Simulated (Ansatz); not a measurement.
# BH5InN: the cost of one run

All numbers below are computed with Ansatz 0.2.0 (RKS PBE0/def2-SVP).

## (1) The starting structure

Bond lengths: B1–In2 2.264 Å, In2–N3 2.038 Å, B1–H4 1.169 Å, B1–H5 1.167 Å, In2–H6 1.743 Å, N3–H7 1.015 Å, N3–H8 1.015 Å. Angles: B1–In2–N3 115.0°, B1–In2–H6 135.2°, N3–In2–H6 109.7°, In2–B1–H4 118.8°, In2–B1–H5 121.3°, H4–B1–H5 119.2°, In2–N3–H7 119.0°, In2–N3–H8 118.9°, H7–N3–H8 107.1°.

Coordinates:

```xyz
8

B     1.6574    0.3755   -0.8871
In   -0.3712    0.7371    0.0506
N    -1.1847   -0.8780    0.9903
H     2.5560    0.0940   -0.1948
H     1.7851    0.3002   -2.0449
H    -1.4092    2.1219    0.2575
H    -0.8392   -1.8048    0.7647
H    -2.1944   -0.9459    1.0638
```

## (2) Relaxing end A

File input.yaml:

```yaml
crystal:
  periodic: [false, false, false]
  atoms:
    - { symbol: B, position_ang: [1.65744, 0.37555, -0.88708] }
    - { symbol: In, position_ang: [-0.37117, 0.73714, 0.05057] }
    - { symbol: "N", position_ang: [-1.18469, -0.878, 0.9903] }
    - { symbol: H, position_ang: [2.55605, 0.09396, -0.19485] }
    - { symbol: H, position_ang: [1.78514, 0.30018, -2.04491] }
    - { symbol: H, position_ang: [-1.40917, 2.1219, 0.25746] }
    - { symbol: H, position_ang: [-0.8392, -1.80483, 0.76474] }
    - { symbol: H, position_ang: [-2.19439, -0.9459, 1.06377] }
basis:
  gaussian: { orbitals: def2-SVP }
hamiltonian:
  xc: pbe0
relax:
  f_tol: 0.015
  max_steps: 40
output:
  orbitals: {}
```

Started as:

```bash
$ ansatz run input.yaml --threads 1 --pin off --max-ram 2048MiB --backend cpu --events-out ev --progress --plain --runs-dir out
```

What time and memory should one allow on 1 thread of an x86-64 CPU, shared host?

About 2.1 min, with a peak of 0.16 GiB.
